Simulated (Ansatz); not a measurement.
# SnO: the cost of one run

Computed with Ansatz 0.2.0 (DFT PBE+D3(BJ), scalar-relativistic, plane waves, PAW, unless a step's input says otherwise).

4 further runs of the same task are left out: 4 set aside as unsound or not needed.

## Step 1: The system as given

Symmetry: Pmma, No. 51, orthorhombic system. The conventional cell has a = 3.820 Å, b = 3.820 Å, c = 22.226 Å, α = 90.00°, β = 90.00°, γ = 90.00°. Sn (site symmetry mm2) is surrounded by 4 O at 2.25 Å. O (site symmetry mm2) is surrounded by 4 Sn at 2.25 Å.

As a file:

```cif
data_structure
_symmetry_space_group_name_H-M 'P 1'
_symmetry_Int_Tables_number 1
_cell_length_a 3.8202
_cell_length_b 3.8202
_cell_length_c 22.2261
_cell_angle_alpha 90.000
_cell_angle_beta 90.000
_cell_angle_gamma 90.000
_cell_volume 324.36
loop_
_atom_site_label
_atom_site_type_symbol
_atom_site_fract_x
_atom_site_fract_y
_atom_site_fract_z
_atom_site_occupancy
Sn1 Sn 0.50000 0.00000 0.20246 1
O1 O 0.00000 0.00000 0.25562 1
O2 O 0.50000 0.50000 0.25562 1
Sn2 Sn 0.00000 0.50000 0.30878 1
Sn3 Sn 0.00000 0.00000 0.49775 1
O3 O 0.50000 0.00000 0.55091 1
O4 O 0.00000 0.50000 0.55091 1
Sn4 Sn 0.50000 0.50000 0.60407 1
```

This is the geometry of the first run shown, built on a cell relaxed beforehand with the same method.

## Step 2: Plan of the line

Atoms count from 1 in the order of the input.

The upper layer of a bilayer is slid over the lower one; relaxed at each slide: nothing; the origin of the map has Sn5 above Sn4; the distance between the facing planes is held at 4.20 Å.

First coordinate, slide of the upper layer along the first cell vector, from Sn5 above Sn4: 8 values from 0.000 to 0.875, periodic. Second coordinate, slide of the upper layer along the second cell vector, from Sn5 above Sn4: 8 values from 0.000 to 0.875, periodic.

Nothing else is relaxed. Points are written as (first, second).

The two vectors of the plane (Å): (3.820, 0.000, 0.000); (0.000, 3.820, 0.000).

## Step 3: The run at (0/8, 4/8) of the map's two axes

The cell repeats along c, and a dipole correction in the vacuum removes the field between the copies.

input.yaml

```yaml
crystal:
  lattice:
    - [3.8201708766, 0.0, 0.0]
    - [0.0, 3.8201708766, 0.0]
    - [0.0, 0.0, 22.2260720666]
  atoms:
    - { symbol: Sn, position: [0.5, 0.0, 0.2024649244] }
    - { symbol: O, position: [0.0, 0.0, 0.2556240257] }
    - { symbol: O, position: [0.5, 0.5, 0.2556240257] }
    - { symbol: Sn, position: [0.0, 0.5, 0.308783127] }
    - { symbol: Sn, position: [0.0, 1.0, 0.4977503897] }
    - { symbol: O, position: [0.5, 1.0, 0.550909491] }
    - { symbol: O, position: [0.0, 0.5, 0.550909491] }
    - { symbol: Sn, position: [0.5, 0.5, 0.6040685923] }
basis:
  ecutwfc: 420
kpoints:
  mp_grid: { grid: [7, 7, 1] }
hamiltonian:
  xc: pbe
  pseudopotentials: { kind: paw, azcp: { folder: soft_1 } }
  dispersion: d3bj
scf:
  occupations: { method: gaussian, width: 0.05 }
output:
  forces: true
  eigenvalues: true
efield:
  axis: 3
  dipole_correction: true
  ramp_width: 0.04
```

On the command line:

```console
$ ansatz run input.yaml --threads 1 --pin off --max-ram 3072MiB --backend cpu --events-out ev --progress --plain --runs-dir out
```

Q: Estimate wall time and peak memory on 1 thread of Arm Neoverse V1, shared host.

About 31 s, with a peak of 0.51 GiB.
